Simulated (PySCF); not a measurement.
# BTe with other numerical set-ups

Which parts of the numerical set-up matter for BTe? Each run edits the base script.

Method: method and basis as typed in the scripts; program: PySCF 2.14.0.

2 further runs of the same task are left out: 1 for a known fault of the program, 1 that didn't finish.

**1. The starting structure**

BTe: 2 atoms, charge 0, spin multiplicity 2.

Bond lengths: B1–Te2 2.135 Å.

**2. The run that the others are compared with**

File input.py:

```python
from pyscf import gto, dft

mol = gto.M(
    atom='B 0 0 0; Te 0 0 2.135',
    basis='x2c-svpall',
    charge=0,
    spin=1,
    verbose=4,
)
mf = dft.UKS(mol, xc='revpbe')
mf = mf.sfx2c1e()
mf.kernel()
mf.stability(internal=True, external=True)
mf.dip_moment()
print('orbital energies (hartree):', [e[max(0, n-3):n+3].round(4) for e, n in zip(mf.mo_energy, mol.nelec)])
```

Run with:

```sh
> OMP_NUM_THREADS=1 python input.py
```

Its log is not repeated here.

In short: E(SCF) = -6817.711371 Eh, 11 cycles, ⟨S²⟩ = 0.779, μ = 0.23 D, internal stable; real -> complex stable; UHF/UKS -> GHF/GKS unstable.

The bond length is a typed value, not an optimised one.

**3. Crenbl (core potential on, X2C off)**

Edit 1 changes basis set: x2c-svpall → crenbl; core potential: off → on; spin-free X2C: on → off. The core potential changes with it: totals don't compare.

File input.py:

```python
from pyscf import gto, dft

mol = gto.M(
    atom='B 0 0 0; Te 0 0 2.135',
    basis='crenbl',
    ecp={'B': 'crenbl', 'Te': 'crenbl'},
    charge=0,
    spin=1,
    verbose=4,
)
mf = dft.UKS(mol, xc='revpbe')
mf.kernel()
mf.stability(internal=True, external=True)
mf.dip_moment()
print('orbital energies (hartree):', [e[max(0, n-3):n+3].round(4) for e, n in zip(mf.mo_energy, mol.nelec)])
```

Run with:

```sh
> OMP_NUM_THREADS=1 python input.py
```

**4. 3-21g (X2C off)**

Edit 2 changes basis set: x2c-svpall → 3-21g; spin-free X2C: on → off.

Edit input.py of step 2 so:

```diff
@@ -4,3 +4,3 @@
     atom='B 0 0 0; Te 0 0 2.135',
-    basis='x2c-svpall',
+    basis='3-21g',
     charge=0,
@@ -10,3 +10,2 @@
 mf = dft.UKS(mol, xc='revpbe')
-mf = mf.sfx2c1e()
 mf.kernel()
```

**Question.** What will these runs give? Wanted: for each run, E(SCF); from base; gap, α spin; SCF dipole; after the SCF.

**Answer**, as computed:

```
                                run  E(SCF) (hartree)  from base (eV)  cycles  gap, α spin (eV)  SCF dipole (D)  functions                 after the SCF
                               base      -6817.711371               0      11              2.94            0.23         50  unstable: UHF/UKS -> GHF/GKS
crenbl (core potential on, X2C off)        -99.282702  not comparable      15              2.97            0.37         48  unstable: UHF/UKS -> GHF/GKS
                    3-21g (X2C off)      -6609.595361  not comparable      10              3.09            0.08         40  unstable: UHF/UKS -> GHF/GKS
```

**Reading.** Total energies from different bases, Hamiltonians or methods carry different errors, so properties are taken as differences within one set-up.
